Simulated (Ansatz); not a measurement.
**CH₅NOSi: up Jacob's ladder to CCSD(T)**

An exercise on one series of results from a longer session: the logs are not shown, and one member is left open.

The runs use Ansatz 0.2.0, Gaussian basis; functionals in def2-TZVPP, the program's frozen cores in correlated methods.

The runs, in order: LDA (SPW92), PBE-D4, revPBE-D4, BLYP-D4, r2SCAN-D4, B97M-V, PBE0-D4, B3LYP-D4, r2SCANh-D4, r2SCAN0-D4, HSE06-D4, BHLYP-D4, CAM-B3LYP-D4, LC-ωPBE, ωB97X-V, ωB97M-V, B2PLYP, PBE-QIDH; CCSD(T)/def2-SVP; CCSD(T)/def2-TZVPP; MP2/def2-QZVPP; extrapolation to the limit; RPA on PBE.

## Structure used throughout

An earlier PBE0-D4 in a triple-zeta def2 set relaxation fixed the geometry.

SMILES `NC1O[SiH2]1`, 9 atoms, charge 0, spin multiplicity 1.

Atoms are counted from 1 here; the program's logs count them from 0.

Bond lengths: N1–C2 1.399 Å, N1–H5 1.013 Å, N1–H6 1.010 Å, C2–O3 1.516 Å, C2–Si4 1.812 Å, C2–H7 1.088 Å, O3–Si4 1.654 Å, Si4–H8 1.481 Å, Si4–H9 1.483 Å. Angles: C2–N1–H5 112.6°, C2–N1–H6 113.9°, H5–N1–H6 109.4°, N1–C2–O3 117.7°, N1–C2–Si4 126.4°, N1–C2–H7 112.0°, O3–C2–Si4 58.8°, O3–C2–H7 108.6°, Si4–C2–H7 119.4°, C2–O3–Si4 69.6°, C2–Si4–O3 51.6°, C2–Si4–H8 123.8°, C2–Si4–H9 120.6°, O3–Si4–H8 118.3°, O3–Si4–H9 117.1°, H8–Si4–H9 111.9°.

As a file:

```xyz
9
charge 0, multiplicity 1
N    -0.5369    1.4385   -0.0820
C    -0.4625    0.0774   -0.3965
O    -0.5911   -0.9168    0.7406
Si    0.8928   -1.0500    0.0216
H    -1.4601    1.7174    0.2265
H     0.1489    1.7404    0.5947
H    -1.1651   -0.1990   -1.1802
H     1.1992   -2.2857   -0.7355
H     2.0634   -0.5686    0.7937
```

The first run:

in.yaml reads:

```yaml
crystal:
  periodic: [false, false, false]
  atoms:
    - {symbol: N, position_ang: [-0.536908, 1.438465, -0.082015]}
    - {symbol: C, position_ang: [-0.462540, 0.077432, -0.396534]}
    - {symbol: O, position_ang: [-0.591105, -0.916826, 0.740615]}
    - {symbol: Si, position_ang: [0.892783, -1.049993, 0.021626]}
    - {symbol: H, position_ang: [-1.460120, 1.717426, 0.226513]}
    - {symbol: H, position_ang: [0.148947, 1.740362, 0.594661]}
    - {symbol: H, position_ang: [-1.165128, -0.198955, -1.180153]}
    - {symbol: H, position_ang: [1.199181, -2.285739, -0.735471]}
    - {symbol: H, position_ang: [2.063391, -0.568572, 0.793660]}
basis:
  gaussian: {orbitals: def2-TZVPP}
hamiltonian: {xc: lda}
output: {orbitals: {seedname: orbitals}}
```

Command:

```
> ansatz run in.yaml --threads 2 --pin off --events-out ev --progress --plain --max-ram 4352MiB
```

Among the steps run: LDA; PBE-D4 (GGA); revPBE-D4 (GGA); BLYP-D4 (GGA); r2SCAN-D4 (meta-GGA); B97M-V (meta-GGA); PBE0-D4 (hybrid); B3LYP-D4 (hybrid); r2SCANh-D4 (hybrid); r2SCAN0-D4 (hybrid); HSE06-D4 (hybrid); BHLYP-D4 (hybrid); CAM-B3LYP-D4 (range-separated); LC-ωPBE (range-separated); ωB97X-V (range-separated); ωB97M-V (range-separated); B2PLYP (double hybrid); PBE-QIDH (double hybrid).

One of the session's tables, all rows but one given; the rest of the session is left out.

| functional | HOMO (eV) | gap (eV) |
| --- | --- | --- |
| LDA (SPW92) | -5.89 | 4.38 |
| PBE-D4 | -5.73 | 4.43 |
| revPBE-D4 | -5.67 | 4.45 |
| BLYP-D4 | -5.60 | 4.40 |
| r2SCAN-D4 | -5.97 | 4.98 |
| B97M-V | -6.08 | 4.94 |
| PBE0-D4 | -7.04 | 6.57 |
| B3LYP-D4 | -6.82 | 6.11 |
| r2SCANh-D4 | -6.46 | 5.76 |
| r2SCAN0-D4 | -7.21 | 6.93 |
| HSE06-D4 | -6.63 | 5.80 |
| BHLYP-D4 | -8.26 | 8.62 |
| CAM-B3LYP-D4 | -8.41 | 8.92 |
| LC-ωPBE | ? | ? |
| ωB97X-V | -9.39 | 10.95 |
| ωB97M-V | -9.30 | 10.57 |

Estimate the missing values for LC-ωPBE.

**Answer.** HOMO (eV): -9.75; gap (eV): 11.43. In the column «HOMO (eV)» it is the lowest.
